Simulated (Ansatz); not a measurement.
**FGeH₅O₂Si: one species, many methods**

The task here is to estimate one member of a computed series from the others.

The runs use Ansatz 0.2.0, Gaussian basis; functionals in def2-TZVPP, the program's frozen cores in correlated methods.

Plan: PBE-D4, r2SCAN-D4, PBE0-D4, B3LYP-D4, ωB97X-V, ωB97M-V, B2PLYP; CCSD(T)/def2-TZVPP; MP2/def2-QZVPP; extrapolation to the limit.

**Structure used throughout**

An earlier PBE0-D4 in a triple-zeta def2 set relaxation fixed the geometry.

SMILES `O[SiH](F)[O][GeH3]`, 10 atoms, charge 0, spin multiplicity 1.

Atoms are counted from 1 here; the program's logs count them from 0.

Bond lengths: O1–Si2 1.633 Å, O1–H6 0.958 Å, Si2–F3 1.596 Å, Si2–O4 1.604 Å, Si2–H7 1.472 Å, O4–Ge5 1.786 Å, Ge5–H8 1.535 Å, Ge5–H9 1.534 Å, Ge5–H10 1.532 Å. Angles: Si2–O1–H6 118.8°, O1–Si2–F3 108.1°, O1–Si2–O4 108.1°, O1–Si2–H7 113.2°, F3–Si2–O4 111.1°, F3–Si2–H7 106.4°, O4–Si2–H7 109.9°, Si2–O4–Ge5 134.5°, O4–Ge5–H8 108.6°, O4–Ge5–H9 107.7°, O4–Ge5–H10 104.8°, H8–Ge5–H9 111.7°, H8–Ge5–H10 111.8°, H9–Ge5–H10 111.8°.

The first run:

The input, in.yaml:

```yaml
crystal:
  periodic: [false, false, false]
  atoms:
    - {symbol: O, position_ang: [-1.848404, 0.269520, 0.142446]}
    - {symbol: Si, position_ang: [-0.525626, 1.034484, 0.717877]}
    - {symbol: F, position_ang: [-0.319919, 2.371966, -0.127620]}
    - {symbol: O, position_ang: [0.729953, 0.049287, 0.556027]}
    - {symbol: Ge, position_ang: [1.174007, -1.232440, -0.606067]}
    - {symbol: H, position_ang: [-2.625410, 0.788098, -0.069042]}
    - {symbol: H, position_ang: [-0.660836, 1.448461, 2.123570]}
    - {symbol: H, position_ang: [0.789263, -0.769360, -2.018056]}
    - {symbol: H, position_ang: [0.421966, -2.506800, -0.202698]}
    - {symbol: H, position_ang: [2.690207, -1.392617, -0.453039]}
basis:
  gaussian: {orbitals: def2-TZVPP}
hamiltonian: {xc: pbe, dispersion: d4}
output: {forces: true, orbitals: {seedname: orbitals}}
```

The run is started by

```bash
ansatz run in.yaml --threads 4 --pin off --events-out ev --progress --plain --max-ram 10444MiB
```

Steps of the session up to this table: PBE-D4 (GGA); r2SCAN-D4 (meta-GGA); PBE0-D4 (hybrid); B3LYP-D4 (hybrid); ωB97X-V (range-separated); ωB97M-V (range-separated); B2PLYP (double hybrid); CCSD(T) in def2-TZVPP; MP2 in def2-QZVPP.

One of the session's tables, all rows but one given; the rest of the session is left out.

| method | atomisation energy (kJ/mol) |
| --- | --- |
| PBE-D4 | 3605.9 |
| r2SCAN-D4 | 3613.8 |
| PBE0-D4 | 3540.9 |
| B3LYP-D4 | 3581.1 |
| ωB97X-V | 3628.5 |
| ωB97M-V | 3609.0 |
| B2PLYP | 3569.5 |
| HF/def2-TZVPP | ? |
| MP2/def2-TZVPP | 3623.1 |
| CCSD/def2-TZVPP | 3495.7 |
| CCSD(T)/def2-TZVPP | 3544.9 |
| MP2/CBS | 3722.7 |
| CCSD(T)/CBS | 3644.5 |

Q: Estimate the row for HF/def2-TZVPP from the others.

The run gave: atomisation energy (kJ/mol): 2623.0. In the column «atomisation energy (kJ/mol)» it is the lowest.

Caveats from the session: Free atoms (2 O, 1 Si, 1 F, 1 Ge, 5 H) were run apart at each level; the atomisation energy is their sum less the molecule, without zero-point or spin-orbit terms.
